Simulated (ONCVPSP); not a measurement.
# An ONCV potential for Be, from input to tests

Do these settings give a usable potential? It is generated, then checked for transferability, scattering, ghosts and hardness.

Program: ONCVPSP 4.0.1.1 (patched build). Reference atom: PBE, scalar-relativistic, spherical and spin-unpolarised. All values are calculated.

## 1. Starting point

Typed settings, in words:

```json
{
 "element": "beryllium (Be, Z = 4)",
 "type": "optimised norm-conserving Vanderbilt (ONCV)",
 "frozen core": "none",
 "valence charge": "4",
 "reference configuration": "1s2 2s1.75 (charge +0.25)",
 "partial waves": "1s+2s: rc 0.65 bohr, ncon 4, nbas 7, qcut 14.2 1/bohr, 2 projectors; p scattering state at 0.37 Ha: rc 0.65 bohr, ncon 4, nbas 8, qcut 13.3 1/bohr, 2 projectors, debl 2.4 Ha; d scattering state at 0.19 Ha: rc 0.55 bohr, ncon 3, nbas 7, qcut 18.1 1/bohr, 2 projectors, debl 1.3 Ha",
 "local potential": "polynomial inside 0.50 bohr (lpopt 4, dvloc0 0 Ha)",
 "core correction": "not asked for"
}
```

The nodes and maxima of the atom's own shells, from an earlier all-electron run, set the scale for the radii.

All-electron outer shells of the reference configuration (PBE, scalar-relativistic, ld1.x):

```
shell  level (eV)  outermost node (bohr)  outermost maximum (bohr)
   1s     -108.80                      –                      0.27
   2s       -7.50                   0.59                      1.99
   2p       -3.78                      –                      2.17
```

## 2. Generation

Be.dat

```
# ATOM AND REFERENCE CONFIGURATION
# atsym  z   nc   nv     iexc    psfile
  Be 4.00    0    2        4      upf
#
#   n    l    f
    1    0    2.00
    2    0    1.75
#
# PSEUDOPOTENTIAL AND OPTIMIZATION
# lmax
    2
#
#   l,   rc,      ep,       ncon, nbas, qcut
    0    0.65    0.00    4    7   14.20
    1    0.65    0.37    4    8   13.30
    2    0.55    0.19    3    7   18.10
#
# LOCAL POTENTIAL
# lloc, lpopt,  rc(5),   dvloc0
    4    4    0.50    0.00
#
# VANDERBILT-KLEINMAN-BYLANDER PROJECTORs
# l, nproj, debl
    0    2    0.40
    1    2    2.40
    2    2    1.30
#
# MODEL CORE CHARGE
# icmod, fcfact, rcfact
    0    0.00    0.00
#
# LOG DERIVATIVE ANALYSIS
# epsh1, epsh2, depsh
   -5.00    5.00    0.04
#
# OUTPUT GRID
# rlmax, drl
    6.00    0.01
#
# TEST CONFIGURATIONS
# ncnf
    4
# nvcnf
#   n    l    f
    2
    1    0    2.00
    2    0    2.00
#
    2
    1    0    2.00
    2    0    1.00
#
    2
    1    0    2.00
    2    0    0.00
#
    3
    1    0    2.00
    2    0    0.00
    2    1    1.00
#
```

Run with:

```
$ oncvpsp.x < Be.dat > Be.out
```

Before running it: what results should come out? Wanted: cutoffs for 1 and 0.1 mHa per electron, occupied waves; bound ghosts; GHOST(+) flags; largest test error; largest phase difference near zero energy, channels read.

The runs gave:

| quantity | value |
| --- | --- |
| cutoffs for 1 and 0.1 mHa per electron, occupied waves | 100 Ha and 266 Ha |
| bound ghosts | none found |
| GHOST(+) flags | none at low energy |
| largest test error (AE − PS) | +2.8 meV, for 1s2 2s0 2p1 |
| largest phase difference near zero energy, channels read | 0.000 rad |

In words: The worst unpolarised test, 1s2 2s0 2p1, is off by 2.8 meV on 11.8 eV; by total energies transferability rates as very good. It counts as very hard, with 100 Ha needed at the looser tolerance. The tighter tolerance needs 266 Ha, and converged work needs a cutoff nearer that. At the looser tolerance the 1s wave is the slowest; 2s needs 77 Ha. No bound ghost shows below the valence levels. Near zero energy the phases of the channels with partial waves agree within 0.001 rad.
